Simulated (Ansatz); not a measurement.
What does this script print? It uses Ansatz 0.2.0 through its Python package.

`c2h7nosi.py`:
```python
"""One geometry of C2H7NOSi, method by method."""

from pathlib import Path

import ansatz as az
import numpy as np

GEOMETRY = """
C    -1.27940    0.70150    1.61650
N    -0.52560    0.02080    0.62560
C     0.09740    0.77330   -0.19630
O     1.00890    0.32440   -1.16620
Si    1.22310   -1.28990   -1.51040
H    -1.26630    1.85260    1.51360
H    -0.97880    0.47530    2.61810
H    -2.33930    0.47560    1.48790
H     0.12830    1.89180   -0.14750
H     2.16140   -1.36380   -2.61780
H     1.86030   -1.95210   -0.31640
H    -0.01300   -1.96470   -1.87310
"""

mol = az.Crystal.molecule()
for line in GEOMETRY.strip().splitlines():
    symbol, *xyz = line.split()
    mol = mol.atom(symbol, [float(v) for v in xyz])

calculation = mol.calculation()
calculation = calculation.basis(gaussian="def2-SVP")
calculation = calculation.scf(lower_state_search="light")

print("functional    E (Ha)        dipole (D)   HOMO (eV)  LUMO (eV)")
for name in ["pbe0", "lc_wpbe", "r2scan0", "b3lyp"]:
    r = calculation.functional(name).forces().orbitals().run(threads=1, backend="cpu", runs_dir="runs").report
    lines = Path(r["orbitals_path"]).read_text().splitlines()
    field_of = lambda key: [line.split("=")[1].strip() for line in lines if line.startswith(key)]
    orbitals = [(27.211386 * float(e), s, float(n)) for e, s, n in zip(field_of("Ene="), field_of("Spin="), field_of("Occup="))]
    homo = max(e for e, _, n in orbitals if n > 0.5)
    lumo = min(e for e, _, n in orbitals if n < 0.5)
    dipole = 4.803205 * np.linalg.norm(r["charge_distribution"]["dipole_moment_e_ang"])
    print(f"{name:10s} {r['free_energy_ev'] / 27.211386246:14.6f} {dipole:9.3f} {homo:11.3f} {lumo:10.3f}")
```

Output of `python c2h7nosi.py`:
```text
functional    E (Ha)        dipole (D)   HOMO (eV)  LUMO (eV)
pbe0          -499.279115     1.331      -7.827      0.024
lc_wpbe       -499.421768     1.431     -10.541      2.477
r2scan0       -499.464350     1.393      -8.053      0.118
b3lyp         -499.668059     1.282      -7.558     -0.200
```

Notes:
- These settings explore the input space; basis and method may be short of convergence.
- The geometry is a force-field or estimated start, not a minimum of this method, and the basis set is short of its limit. A lower total doesn't mark the better method: functionals have no common bound, and MP2 and coupled cluster aren't variational.
- b3lyp holds the VWN-RPA fit, as in Gaussian; the form of ORCA and Turbomole is b3lyp5.
- Levels such as HOMO and LUMO are orbital energies: with these approximate functionals they aren't the ionisation energy and electron affinity, and their gap isn't the fundamental gap.
- Wall time of the script: 22 s on 1 thread of Arm Neoverse V2, on a shared host, peak memory 0.31 GiB.

(Lines on the test bed's own set-up are left out of the output.)
